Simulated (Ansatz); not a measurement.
# C5H5F3: one species, many methods

The task here is to estimate one member of a computed series from the others.

Program: Ansatz 0.2.0, Gaussian basis. Level of theory: functionals in def2-TZVPP, the program's frozen cores in correlated methods. These are calculated values, not measurements.

The runs, in order: LDA (SPW92), PBE-D4, revPBE-D4, BLYP-D4, r2SCAN-D4, B97M-V, PBE0-D4, B3LYP-D4, r2SCANh-D4, r2SCAN0-D4, HSE06-D4, BHLYP-D4, CAM-B3LYP-D4, LC-ωPBE, ωB97X-V, ωB97M-V, B2PLYP, PBE-QIDH; CCSD(T)/def2-SVP; MP2/def2-TZVPP; MP2/def2-QZVPP; RPA on PBE.

### The geometry

An earlier PBE0-D4 in a triple-zeta def2 set relaxation fixed the geometry.

SMILES `F[C@H]1[C@H](F)C=C[C@@H]1F`, 13 atoms, charge 0, spin multiplicity 1.

Atoms are counted from 1 here; the program's logs count them from 0.

Bond lengths: F1–C2 1.383 Å, C2–C3 1.492 Å, C2–C7 1.525 Å, C2–H9 1.096 Å, C3–C4 1.328 Å, C3–H10 1.083 Å, C4–C5 1.492 Å, C4–H11 1.083 Å, C5–F6 1.383 Å, C5–C7 1.525 Å, C5–H12 1.096 Å, C7–F8 1.374 Å, C7–H13 1.094 Å. Angles: F1–C2–C3 112.0°, F1–C2–C7 111.8°, F1–C2–H9 106.7°, C3–C2–C7 103.4°, C3–C2–H9 112.8°, C7–C2–H9 110.1°, C2–C3–C4 111.6°, C2–C3–H10 122.0°, C4–C3–H10 126.4°, C3–C4–C5 111.6°, C3–C4–H11 126.4°, C5–C4–H11 122.0°, C4–C5–F6 112.0°, C4–C5–C7 103.4°, C4–C5–H12 112.8°, F6–C5–C7 111.8°, F6–C5–H12 106.8°, C7–C5–H12 110.1° and more.

As a file:

```xyz
13

F    -1.2146   -1.9989   -0.5536
C    -0.8705   -0.8586    0.1492
C     0.4454   -1.0018    0.8377
C     1.2129    0.0659    0.6516
C     0.5314    1.0917   -0.1907
F     1.3630    1.5871   -1.1784
C    -0.6564    0.3349   -0.7762
F    -1.7776    1.1213   -0.8883
H    -1.6937   -0.6550    0.8436
H     0.6892   -1.8719    1.4344
H     2.1991    0.2284    1.0682
H     0.1813    1.9534    0.3891
H    -0.3890   -0.0309   -1.7720
```

The first run:

in.yaml reads:

```yaml
crystal:
  periodic: [false, false, false]
  atoms:
    - {symbol: F, position_ang: [-1.214627, -1.998938, -0.553556]}
    - {symbol: C, position_ang: [-0.870489, -0.858599, 0.149151]}
    - {symbol: C, position_ang: [0.445407, -1.001834, 0.837746]}
    - {symbol: C, position_ang: [1.212937, 0.065855, 0.651628]}
    - {symbol: C, position_ang: [0.531388, 1.091660, -0.190695]}
    - {symbol: F, position_ang: [1.363006, 1.587061, -1.178399]}
    - {symbol: C, position_ang: [-0.656429, 0.334865, -0.776212]}
    - {symbol: F, position_ang: [-1.777607, 1.121251, -0.888272]}
    - {symbol: H, position_ang: [-1.693677, -0.655025, 0.843589]}
    - {symbol: H, position_ang: [0.689177, -1.871883, 1.434422]}
    - {symbol: H, position_ang: [2.199093, 0.228371, 1.068193]}
    - {symbol: H, position_ang: [0.181309, 1.953432, 0.389072]}
    - {symbol: H, position_ang: [-0.388987, -0.030915, -1.771968]}
basis:
  gaussian: {orbitals: def2-TZVPP}
hamiltonian: {xc: lda}
output: {orbitals: {seedname: orbitals}}
```

The run is started by

```bash
> ansatz run in.yaml --threads 4 --pin off --events-out ev --progress --plain --max-ram 11315MiB
```

Among the steps run: LDA; PBE-D4 (GGA); revPBE-D4 (GGA); BLYP-D4 (GGA); r2SCAN-D4 (meta-GGA); B97M-V (meta-GGA); B3LYP-D4 (hybrid); r2SCANh-D4 (hybrid); r2SCAN0-D4 (hybrid); HSE06-D4 (hybrid); BHLYP-D4 (hybrid); CAM-B3LYP-D4 (range-separated); LC-ωPBE (range-separated); ωB97X-V (range-separated); ωB97M-V (range-separated); B2PLYP (double hybrid); PBE-QIDH (double hybrid).

One of the session's tables, all rows but one given; the rest of the session is left out.

It belongs to the step «Frontier levels by functional». 

```
  functional  HOMO (eV)  gap (eV)
 LDA (SPW92)      -7.51      5.46
      PBE-D4      -7.31      5.53
   revPBE-D4      -7.23      5.55
     BLYP-D4      -7.17      5.51
   r2SCAN-D4      -7.54      5.97
      B97M-V      -7.56      6.05
     PBE0-D4      -8.50      7.74
    B3LYP-D4      -8.29      7.28
  r2SCANh-D4      -7.99      6.79
  r2SCAN0-D4      -8.66      8.01
    HSE06-D4      -8.10      6.95
    BHLYP-D4      -9.55      9.90
CAM-B3LYP-D4      -9.87     10.25
     LC-ωPBE     -11.25     12.84
     ωB97X-V     -10.85     12.37
     ωB97M-V          ?         ?
```

Estimate the missing values for ωB97M-V.

**Answer.** HOMO (eV): -10.75; gap (eV): 12.14. In the column «HOMO (eV)» it lies between ωB97X-V (-10.85) and CAM-B3LYP-D4 (-9.87).
